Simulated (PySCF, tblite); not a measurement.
**C6H13ClOSi: geometry, infrared bands and NMR shifts**

Aim: predict the infrared bands and NMR shifts of C6H13ClOSi (`CC[C@@H]1[C@H](C)CO[Si@H]1Cl`).

The runs use tblite 0.8.0 and PySCF 2.14.0, with density-fitted response routines of our own; the level of theory stands in each step. All values are computed, except where a source is named. Atoms are numbered from 0 throughout.

### Step 1. The molecule as given

22 atoms, charge 0, multiplicity 1; geometry from: force field or distance geometry start.

Bonds of the start (Å): C0–C1 1.54, C1–C2 1.53, C2–C3 1.58, C3–C4 1.54, C3–C5 1.56, C5–O6 1.44, O6–Si7 1.69, Si7–Cl8 2.04, Si7–C2 1.91, C0–H9 1.09, C0–H10 1.09, C0–H11 1.09, C1–H12 1.11, C1–H13 1.09, C2–H14 1.09, C3–H15 1.08, C4–H16 1.10, C4–H17 1.09, C4–H18 1.10, C5–H19 1.09, C5–H20 1.09, Si7–H21 1.48.

### Step 2. Geometry optimisation with GFN2-xTB

Job settings and geometry (Å):

```
{"job": {"kind": "relax", "xc": "GFN2-xTB", "basis": "xTB"}, "charge": 0, "multiplicity": 1}
C      2.623500     0.633800     0.743500
C      1.165900     0.979300     0.380800
C      0.443500    -0.188500    -0.283200
C     -0.950800     0.196800    -0.926800
C     -1.769000     1.208300    -0.106600
C     -1.740300    -1.142500    -1.067900
O     -1.585700    -1.930000     0.125700
Si    -0.069100    -1.668500     0.817800
Cl     1.082200    -3.303800     0.397400
H      3.109500     1.515700     1.167300
H      2.669100    -0.164800     1.486900
H      3.169800     0.320300    -0.141800
H      0.648100     1.296000     1.312900
H      1.190400     1.833500    -0.293500
H      1.057500    -0.580800    -1.090700
H     -0.791300     0.624600    -1.901100
H     -1.257100     2.181100    -0.070800
H     -1.954700     0.873800     0.912500
H     -2.740900     1.381200    -0.583900
H     -1.348500    -1.721500    -1.909100
H     -2.806200    -0.960500    -1.233200
H     -0.156200    -1.364100     2.263000
```

Command:

```console
$ OMP_NUM_THREADS=1 python probes_run.py task.json out
```

One launch serves the whole session: the jobs run in the order shown.

The program printed:

```text
step      E/eV     max force
  0    -814.11746    1.422
  1    -814.19587    0.772
  2    -814.22541    0.355
  3    -814.23990    0.357
  4    -814.25173    0.285
  5    -814.25802    0.203
  6    -814.26547    0.227
  7    -814.27145    0.236
  8    -814.27674    0.215
  9    -814.28065    0.151
 10    -814.28415    0.138
 11    -814.28722    0.116
 12    -814.28943    0.116
 13    -814.29087    0.101
 14    -814.29212    0.088
 15    -814.29357    0.087
 16    -814.29520    0.094
 17    -814.29667    0.081
 18    -814.29784    0.071
 19    -814.29893    0.073
 20    -814.30027    0.089
 21    -814.30190    0.117
 22    -814.30369    0.118
 23    -814.30540    0.097
 24    -814.30700    0.081
 25    -814.30855    0.082
 26    -814.31000    0.089
 27    -814.31121    0.089
 28    -814.31215    0.082
 29    -814.31303    0.069
 30    -814.31398    0.065
 31    -814.31502    0.070
 32    -814.31598    0.065
 33    -814.31677    0.057
 34    -814.31746    0.058
 35    -814.31808    0.049
 36    -814.31856    0.047
 37    -814.31887    0.040
 38    -814.31912    0.033
 39    -814.31944    0.041
 40    -814.31981    0.043
 41    -814.32014    0.036
 42    -814.32034    0.026
 43    -814.32050    0.025
 44    -814.32068    0.028
 45    -814.32089    0.033
 46    -814.32111    0.034
 47    -814.32130    0.031
 48    -814.32148    0.030
 49    -814.32165    0.035
 50    -814.32181    0.033
 51    -814.32195    0.026
 52    -814.32208    0.030
 53    -814.32223    0.029
 54    -814.32238    0.025
 55    -814.32252    0.027
 56    -814.32265    0.024
 57    -814.32277    0.028
 58    -814.32290    0.029
 59    -814.32301    0.021
 60    -814.32310    0.024
 61    -814.32320    0.029
 62    -814.32332    0.028
 63    -814.32343    0.025
 64    -814.32350    0.019
 65    -814.32357    0.020
 66    -814.32364    0.021
 67    -814.32373    0.022
 68    -814.32381    0.020
 69    -814.32387    0.017
 70    -814.32391    0.013
 71    -814.32395    0.014
 72    -814.32399    0.013
 73    -814.32402    0.012
 74    -814.32404    0.009
```

Wall time 1.3 s (1 thread of Arm Neoverse N1, shared host); peak memory 0.18 GiB.

Step by step: (not every step is listed)

| step | energy from step 0 (eV) | largest force (eV/Å) |
| --- | --- | --- |
| 0 | 0.0000 | 1.4220 |
| 1 | -0.0784 | 0.7719 |
| 2 | -0.1079 | 0.3550 |
| 3 | -0.1224 | 0.3566 |
| 4 | -0.1343 | 0.2846 |
| 5 | -0.1406 | 0.2030 |
| 6 | -0.1480 | 0.2268 |
| 7 | -0.1540 | 0.2355 |
| 8 | -0.1593 | 0.2150 |
| 14 | -0.1747 | 0.0879 |
| 20 | -0.1828 | 0.0889 |
| 26 | -0.1925 | 0.0890 |
| 32 | -0.1985 | 0.0654 |
| 38 | -0.2017 | 0.0335 |
| 44 | -0.2032 | 0.0284 |
| 50 | -0.2043 | 0.0331 |
| 56 | -0.2052 | 0.0242 |
| 62 | -0.2059 | 0.0277 |
| 68 | -0.2063 | 0.0199 |
| 69 | -0.2064 | 0.0172 |
| 70 | -0.2064 | 0.0135 |
| 71 | -0.2065 | 0.0139 |
| 72 | -0.2065 | 0.0135 |
| 73 | -0.2066 | 0.0117 |
| 74 | -0.2066 | 0.0091 |

Close pairs (by a distance rule), those that changed most:

| bond | before (Å) | after (Å) | change (Å) |
| --- | --- | --- | --- |
| O6–Si7 | 1.687 | 1.631 | -0.056 |
| C2–C3 | 1.583 | 1.541 | -0.042 |
| Si7–Cl8 | 2.044 | 2.009 | -0.034 |
| C5–O6 | 1.438 | 1.413 | -0.026 |
| C3–C5 | 1.561 | 1.536 | -0.026 |
| Si7–H21 | 1.479 | 1.456 | -0.024 |
| C1–H12 | 1.112 | 1.091 | -0.022 |
| C3–H15 | 1.076 | 1.095 | +0.019 |

The end geometry stands in the next job.

### Step 3. Infrared spectrum with GFN2-xTB

Job settings and geometry (Å):

```
{"job": {"kind": "ir", "xc": "GFN2-xTB", "basis": "xTB"}, "charge": 0, "multiplicity": 1}
C      2.593913     0.582871     0.713977
C      1.191490     1.012279     0.301341
C      0.419200    -0.148044    -0.317975
C     -0.949033     0.225869    -0.920224
C     -1.767838     1.141998    -0.016519
C     -1.686976    -1.106226    -1.117220
O     -1.421547    -1.969770    -0.031087
Si    -0.070582    -1.608435     0.808487
Cl     1.185790    -3.176281     0.805641
H      3.133135     1.416725     1.157783
H      2.544283    -0.224734     1.441337
H      3.156661     0.228690    -0.146883
H      0.665757     1.387895     1.179851
H      1.262907     1.828645    -0.423532
H      1.033444    -0.542156    -1.138585
H     -0.824614     0.714266    -1.892068
H     -1.275307     2.101200     0.116807
H     -1.911951     0.683130     0.958631
H     -2.745402     1.323691    -0.459420
H     -1.352757    -1.602589    -2.034562
H     -2.769163    -0.966438    -1.170147
H     -0.421821    -1.283201     2.183516
```

The program printed:

```text
mode    cm-1     km/mol
  1      64.1      0.82
  2      87.0      1.16
  3     112.3      1.73
  4     129.5      0.64
  5     178.6      3.44
  6     197.8      3.46
  7     222.2      8.57
  8     241.4      1.84
  9     270.9      0.86
 10     330.1      1.84
 11     391.3      5.18
 12     419.5     12.62
 13     480.7     22.04
 14     548.2     40.15
 15     610.7    100.36
 16     644.2      7.71
 17     696.0    199.20
 18     715.4    120.10
 19     811.5    159.35
 20     848.7      6.86
 21     873.6     21.14
 22     930.4      1.02
 23     968.4     13.38
 24     989.8     13.53
 25    1038.0     94.30
 26    1045.4      3.15
 27    1066.6      7.97
 28    1091.2     23.27
 29    1125.1     56.92
 30    1149.5      7.09
 31    1158.0     10.11
 32    1213.1      2.30
 33    1222.8     10.69
 34    1254.0      1.74
 35    1270.7      1.27
 36    1307.3      0.20
 37    1317.5      6.06
 38    1335.1      3.82
 39    1350.7      3.67
 40    1413.2      7.49
 41    1418.4      2.77
 42    1483.0      1.06
 43    1496.2      0.34
 44    1499.6      2.74
 45    1501.5      4.57
 46    1504.9      3.02
 47    1515.5      2.17
 48    2313.2    218.55
 49    2893.8     44.74
 50    2919.6     30.91
 51    2935.3     55.62
 52    2950.3     55.72
 53    2963.2     45.62
 54    2991.8     28.33
 55    3025.2     39.12
 56    3031.0     50.43
 57    3033.6     53.97
 58    3038.1     22.43
 59    3040.4     38.14
 60    3048.9     24.53
```

Run time: 1.9 s. Hardware: 1 thread of Arm Neoverse N1, shared host; peak memory 0.18 GiB.

The strongest bands and the atoms that carry them (share of the mass-weighted mode):

| cm⁻¹ | km/mol | atoms |
| --- | --- | --- |
| 611 | 100.4 | H21 72 % |
| 696 | 199.2 | H21 31 %, Si7 24 %, C2 15 % |
| 715 | 120.1 | H21 55 %, C2 14 % |
| 812 | 159.3 | O6 44 %, Si7 32 % |
| 1038 | 94.3 | O6 27 %, C5 19 %, H15 13 %, H16 12 % |
| 1125 | 56.9 | C5 22 %, O6 13 %, C3 13 %, H15 12 % |
| 2313 | 218.6 | H21 97 % |
| 2950 | 55.7 | H13 88 % |

### Step 4. Shielding tensors: PBE0/pcSseg-1

Same as in step 3 but for these lines:

```diff
@@ -1,2 +1,2 @@
-{"job": {"kind": "ir", "xc": "GFN2-xTB", "basis": "xTB"}, "charge": 0, "multiplicity": 1}
+{"job": {"kind": "nmr", "xc": "PBE0", "basis": "pcSseg-1"}, "charge": 0, "multiplicity": 1}
 C      2.593913     0.582871     0.713977
```

Method: GIAO PBE0/pcSseg-1 NMR shielding, non-relativistic, gas phase.

The program printed:

```text
coarse grid: 18912 points
cycle   1  E = -1060.5838062577  dE =  1.132e+00  |g| = 7.525e-01  |ddm| = 4.161e+00
cycle   2  E = -1060.4682620772  dE =  1.155e-01  |g| = 1.097e+00  |ddm| = 1.718e+00
cycle   3  E = -1060.6977816316  dE = -2.295e-01  |g| = 1.299e-01  |ddm| = 1.165e+00
cycle   4  E = -1060.7009310446  dE = -3.149e-03  |g| = 4.148e-02  |ddm| = 1.488e-01
cycle   5  E = -1060.7013158871  dE = -3.848e-04  |g| = 8.797e-03  |ddm| = 4.640e-02
cycle   6  E = -1060.7013319219  dE = -1.603e-05  |g| = 3.368e-03  |ddm| = 1.299e-02
cycle   7  E = -1060.7013345193  dE = -2.597e-06  |g| = 5.766e-04  |ddm| = 3.747e-03
final grid: 171968 points
cycle   8  E = -1060.7657682700  dE = -6.122e-05  |g| = 1.225e-02  |ddm| = 3.823e-02
cycle   9  E = -1060.7657412872  dE =  2.698e-05  |g| = 1.688e-02  |ddm| = 2.304e-02
cycle  10  E = -1060.7657998270  dE = -5.854e-05  |g| = 1.909e-03  |ddm| = 1.463e-02
cycle  11  E = -1060.7658005216  dE = -6.946e-07  |g| = 3.127e-04  |ddm| = 1.864e-03
cycle  12  E = -1060.7658005409  dE = -1.934e-08  |g| = 7.154e-05  |ddm| = 3.521e-04
cycle  13  E = -1060.7658005419  dE = -9.172e-10  |g| = 3.291e-05  |ddm| = 1.104e-04
cycle  14  E = -1060.7658005421  dE = -2.537e-10  |g| = 5.464e-06  |ddm| = 3.567e-05
converged SCF energy = -1060.7658005421

GIAO shielding tensors (ppm)
atom      isotropic    diamagn.    paramagn.     s11        s22        s33       span
  0 C      167.867     246.532     -78.665    157.363    161.118    185.118     27.755
  1 C      162.801     246.337     -83.536    153.508    165.523    169.372     15.864
  2 C      144.513     256.109    -111.596    127.293    148.466    157.780     30.487
  3 C      144.199     248.573    -104.374    122.307    154.635    155.656     33.349
  4 C      167.685     249.751     -82.067    151.870    166.935    184.249     32.379
  5 C      108.896     245.635    -136.739     75.484    108.899    142.305     66.822
  6 O      274.085     397.019    -122.935    209.116    278.225    334.913    125.798
  7 Si     330.100     879.522    -549.422    284.428    335.489    370.382     85.954
  8 Cl     906.280    1148.914    -242.633    778.838    943.981    996.023    217.185
  9 H       30.326      27.826       2.500     25.355     27.329     38.293     12.938
 10 H       30.843      29.985       0.858     25.855     31.146     35.527      9.672
 11 H       30.636      29.787       0.849     26.948     28.475     36.485      9.537
 12 H       30.229      32.766      -2.537     25.097     31.158     34.433      9.335
 13 H       30.176      32.117      -1.941     24.366     29.847     36.317     11.951
 14 H       30.394      35.534      -5.140     27.728     29.283     34.171      6.443
 15 H       29.673      33.374      -3.701     25.429     27.678     35.913     10.484
 16 H       30.499      31.709      -1.211     24.783     30.484     36.229     11.447
 17 H       30.816      31.838      -1.023     26.706     30.291     35.451      8.745
 18 H       30.811      30.458       0.353     26.088     27.758     38.586     12.498
 19 H       27.284      30.623      -3.339     22.247     26.289     33.317     11.070
 20 H       27.734      29.974      -2.240     23.103     26.850     33.249     10.146
 21 H       26.217      29.820      -3.602     22.210     25.008     31.435      9.225
```

Run time: 98 s. Hardware: 1 thread of Arm Neoverse N1, shared host; peak memory 1.1 GiB.

The references, computed at this level on geometries of the same kind, shield at (ppm): ¹H TMS 31.72, ¹³C TMS 186.9, ²⁹Si TMS 349.2, ¹⁷O H2O 336.1, ³⁵Cl HCl 950. Their shielding less the atom's gives the shift. The references are single molecules in the gas phase, so shifts against H2O, NH3, PH3, H3PO4 or CFCl3 are not on the usual liquid scales and can be off by tens of ppm. Atoms listed in one row are averaged.

| atoms | environment | σ (ppm) | δ (ppm) | δ scaled to CDCl3 |
| --- | --- | --- | --- | --- |
| C5 | sp3 CH2 bonded to O | 108.9 | 78.0 | 74.2 |
| C3 | sp3 CH in a ring | 144.2 | 42.7 | 39.8 |
| C2 | sp3 CH bonded to Si | 144.5 | 42.4 | 39.5 |
| C1 | sp3 CH2 | 162.8 | 24.1 | 21.6 |
| C4 | methyl carbon | 167.7 | 19.2 | 16.9 |
| C0 | methyl carbon | 167.9 | 19.1 | 16.7 |
| H21 | hydrogen on a silicon bonded to C, Cl, O, in a 5-membered ring | 26.22 | 5.50 | – |
| H19 | hydrogen on an sp3 CH2 bonded to O | 27.28 | 4.43 | 4.28 |
| H20 | hydrogen on an sp3 CH2 bonded to O | 27.73 | 3.98 | 3.86 |
| H15 | hydrogen on an sp3 CH in a ring | 29.67 | 2.04 | 2.03 |
| H13 | hydrogen on an sp3 CH2 | 30.18 | 1.54 | 1.56 |
| H12 | hydrogen on an sp3 CH2 | 30.23 | 1.49 | 1.51 |
| H14 | hydrogen on an sp3 CH bonded to Si | 30.39 | 1.32 | 1.35 |
| H9, H10, H11 | hydrogen on a methyl carbon | 30.60 | 1.12 | 1.16 |
| H16, H17, H18 | hydrogen on a methyl carbon | 30.71 | 1.01 | 1.06 |
| O6 | oxygen bonded to C, Si, in a 5-membered ring | 274.1 | 62.0 | – |
| Si7 | silicon bonded to C, Cl, O, H, in a 5-membered ring | 330.1 | 19.1 | – |
| Cl8 | chlorine bonded to Si | 906 | 43 | – |

The scaled column applies a straight-line fit of computed shieldings to shifts measured in CDCl3, with any fitted terms for Cl, Br or S neighbours (root-mean-square error 0.16 ppm for H, 1.9 ppm for C).

Charges from the same density, by scheme (e):

| atoms | Mulliken | IAO | Hirshfeld | ESP fit |
| --- | --- | --- | --- | --- |
| C0 | -0.25 | -0.41 | -0.12 | -0.37 |
| C1 | -0.22 | -0.24 | -0.07 | 0.13 |
| C2 | -0.54 | -0.40 | -0.11 | -0.12 |
| C3 | -0.35 | -0.12 | -0.03 | 0.23 |
| C4 | -0.22 | -0.42 | -0.12 | -0.35 |
| C5 | 0.18 | -0.05 | 0.01 | -0.19 |
| O6 | -0.62 | -0.65 | -0.24 | -0.35 |
| Si7 | 0.97 | 1.10 | 0.40 | 0.45 |
| Cl8 | -0.31 | -0.30 | -0.12 | -0.18 |

Mayer bond orders: C0–C1 1.06, C1–C2 1.02, C2–C3 0.97, C3–C4 1.02, C3–C5 1.01, C5–O6 0.88, O6–Si7 1.02, Si7–Cl8 1.00, Si7–C2 0.87.

Ring of atoms C2, C3, C5, O6, Si7: NICS(0) -5.8, NICS(1) -3.1, NICS(1)zz -3.2 ppm (means of both faces).

### Step 5. Outcome

```
                                                              quantity                                                     value
                             strongest single infrared mode (GFN2-xTB)                                     2313 cm⁻¹, 219 km/mol
                                          zero-point energy (GFN2-xTB)                                            114.0 kcal/mol
                                ¹³C shifts against TMS (PBE0/pcSseg-1)                    78.0, 42.7, 42.4, 24.1, 19.2, 19.1 ppm
¹H shifts against TMS (PBE0/pcSseg-1, means over atoms taken as alike)  5.50, 4.43, 3.98, 2.04, 1.54, 1.49, 1.32, 1.12, 1.01 ppm
                                ¹⁷O shifts against H2O (PBE0/pcSseg-1)                                                  62.0 ppm
                               ²⁹Si shifts against TMS (PBE0/pcSseg-1)                                                  19.1 ppm
                               ³⁵Cl shifts against HCl (PBE0/pcSseg-1)                                                    43 ppm
```

Over 74 steps the energy fell by 0.207 eV; of the close pairs, O6–Si7 changed most, 1.687 to 1.631 Å. All 60 modes are real, so the xTB geometry is a minimum. The strongest single mode, at 2313 cm⁻¹, moves mainly H21. GFN2-xTB is a fitted tight-binding method: band positions and strengths are rough. Its intensities can rank the bands wrongly. C5 (sp3 CH2 bonded to O) lies farthest downfield among carbon, at 78.0 ppm; deshielded by the electronegative neighbour. At PBE0/pcSseg-1: Shielding is most anisotropic at Cl8 (span 217 ppm, paramagnetic term -243 ppm).
